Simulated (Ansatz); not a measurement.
**GeH (doublet): wave-function methods side by side at distance Ge1–H2 = 2.918 Å, cc-pVTZ**

Aim: climb from Hartree-Fock through coupled cluster and multireference methods for GeH (doublet) at one geometry and basis, and see what each rung misses.

Method: cc-pVTZ, core rule «outside noble gas», up to 14 orbitals frozen; program: Ansatz 0.2.0, Gaussian basis.

Plan: UHF; CCSD(T) on ROHF; CCSD(T) on UHF; BCCD(T) on ROHF; CISD; CCSDT(Q) on ROHF; CCSDT(Q) on UHF; CASSCF and MRCISD+Q, 3 electrons in 3 orbitals; CASSCF and NEVPT2, 3 electrons in 3 orbitals; CASSCF and MRCISD+Q, 5 electrons in 5 orbitals; CASSCF and NEVPT2, 5 electrons in 5 orbitals; Full CI; Full CI in the symmetry of the determinant.

19 further runs of the same task are left out: 13 that didn't finish, 6 set aside as unsound or not needed.

### 1 The geometry

The geometry derives from a PBE0/def2-TZVP stationary point (not a proven minimum). One bond is set to the value named and the two fragments are kept rigid. No spin-orbit coupling is included. The filled d shell of Ge may be among the frozen orbitals whatever the setting's name suggests; the logs give the count.

2 atoms, charge 0, spin multiplicity 2.

Atoms are counted from 1 here; the program's logs count them from 0.

No contacts short enough for the rule that draws bonds.

### 2 UHF

in.yaml

```yaml
crystal:
  periodic: [false, false, false]
  atoms:
    - {symbol: Ge, position_ang: [0.000000, 0.000000, 0.000000]}
    - {symbol: H, position_ang: [0.000000, 0.000000, 2.918000]}
basis:
  gaussian: {orbitals: cc-pVTZ}
magnetization: {spin_polarized: true, initial_magnetization: 1}
hamiltonian: {xc: hf}
output: {orbitals: {seedname: orbitals}}
```

Launch:

```bash
> ansatz run in.yaml --threads 1 --pin off --events-out ev --progress --plain --max-ram 2393MiB
```

Further steps of the session: CCSD(T) on ROHF; CCSD(T) on UHF; BCCD(T) on ROHF; CISD; CCSDT(Q) on ROHF; CCSDT(Q) on UHF; CASSCF and MRCISD+Q, 3 electrons in 3 orbitals; CASSCF and NEVPT2, 3 electrons in 3 orbitals; CASSCF and MRCISD+Q, 5 electrons in 5 orbitals; CASSCF and NEVPT2, 5 electrons in 5 orbitals; Full CI; Full CI in the symmetry of the determinant.

**Question.** What will the summary of the whole plan be? Wanted: FCI below the RHF energy; RMP2 from FCI; UMP2 from FCI; RCCSD from FCI; RCCSD(T) from FCI; UCCSD(T) from FCI; RCCSDT(Q) from FCI; UCCSDT(Q) from FCI; NEVPT2 pair from FCI.

As calculated:

```
                         quantity                                                                            value
         FCI below the RHF energy                                                                       -3.6206 eV
                    RMP2 from FCI                                                                    +121.9 kJ/mol
                    UMP2 from FCI                                                                     +74.4 kJ/mol
                   RCCSD from FCI                                                                     +22.5 kJ/mol
                RCCSD(T) from FCI                                                                      +3.6 kJ/mol
                UCCSD(T) from FCI                                                                      +9.3 kJ/mol
               RCCSDT(Q) from FCI                                                                       0.0 kJ/mol
               UCCSDT(Q) from FCI                                                                      -0.2 kJ/mol
             NEVPT2 pair from FCI                                                                     +46.0 kJ/mol
           MRCISD+Q pair from FCI                                                                      -2.0 kJ/mol
          NEVPT2 valence from FCI                                                                     +39.4 kJ/mol
levels within 1 kcal/mol (43 meV)  RCCSD(T), RCCSDT, UCCSDT, RCCSDT(Q), UCCSDT(Q), MRCISD+Q pair, MRCISD+Q valence
                    T1 diagnostic                                                                            0.093
   effectively unpaired electrons                                                                             1.76
```

In words: RCCSD(T) lands +3.6 kJ/mol from the yardstick (1.0 % of the correlation energy). CCSD(T) misses by +3.6 kJ/mol on the restricted determinant and by +9.3 kJ/mol on the unrestricted one; the two need not hold the same state or core. MRCISD+Q pair falls below full CI: the +Q correction isn't variational, and the cores differ from full CI's. The occupations show some static correlation. Of the multireference levels listed MRCISD+Q valence comes nearest in total energy (-0.1 kJ/mol), which doesn't show that its space is the better one. These misses are within one basis, not against nature; the frozen cores of restricted and unrestricted runs differ, which can shift their rows.
